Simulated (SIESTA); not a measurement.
FeNiGe:

```
Ge Ni Fe
1.0
     4.06887    0.00000    0.00000
    -2.03443    3.52374    0.00000
     0.00000    0.00000    5.08328
Ge Ni Fe
2 2 2
Direct
  0.33333 0.66667 0.25000
  0.66667 0.33333 0.75000
  0.33333 0.66667 0.75000
  0.66667 0.33333 0.25000
  0.00000 0.00000 0.00000
  0.00000 0.00000 0.50000
```

The cell comes from a database or a generator and needn't be the stable form of this composition.

* Program: SIESTA 5.4.2
* Task: single point
* Functional: PBEsol
* Potentials or basis: PseudoDojo 0.4 standard (PBEsol files)
* Basis: DZP (energy shift 0.003 Ry; two zetas on semicore shells)
* Grid cutoff: 800 Ry
* Energy shift: 0.003 Ry
* k mesh: 8 × 8 × 5
* Occupations: fermi-dirac, width 0.05 eV
* Spin: collinear spin, ferromagnetic start
* Starting moments: [0.0, 0.0, 1.0, 1.0, 3.0, 3.0] μB

On this cell: pressure -4.4 GPa; largest force under 0.003 eV/Å; net moment 4.88 μB per cell; site moments Ge -0.18; Ni +0.07; Fe +2.55 μB; band gap on the k mesh none (metal or under the smearing width).

The same run follows on a disturbed copy (atoms moved at random, drawn with an rms of 0.05 Å):

```xyz
6
Lattice="4.0689 0.0000 0.0000 -2.0344 3.5237 0.0000 0.0000 0.0000 5.0833" Properties=species:S:1:pos:R:3 pbc="T T T"
Ge   -0.0033    2.3673    1.2426
Ge    2.0363    1.1450    3.8204
Ni   -0.0157    2.3207    3.8126
Ni    2.0519    1.1893    1.2321
Fe    0.0110   -0.0012   -0.0473
Fe    0.0126   -0.0385    2.5361
```

What changes?

The energy (extrapolated to zero smearing) moves by +4.0 meV/atom; pressure -4.2 GPa; largest force 0.325 eV/Å; net moment 4.88 μB per cell; site moments Ge -0.18, -0.17; Ni +0.07, +0.06; Fe +2.51, +2.58 μB; band gap on the k mesh none (metal or under the smearing width).

Forces in eV/Å, atoms in the order of the input:
```
Ge   0.240 -0.151  0.160
Ge  -0.125  0.055 -0.237
Ni   0.231  0.005 -0.183
Ni  -0.195 -0.049  0.160
Fe  -0.071 -0.032  0.252
Fe  -0.078  0.168 -0.156
```

Stress tensor (GPa, compression positive):
```
-4.24  0.59  0.01
 0.59 -3.41 -0.01
 0.01 -0.01 -4.97
```

Caveats: short orbitals over semicore shells can move pressures by several GPa; the basis of atomic orbitals isn't converged, which shifts pressures, moduli and gaps.
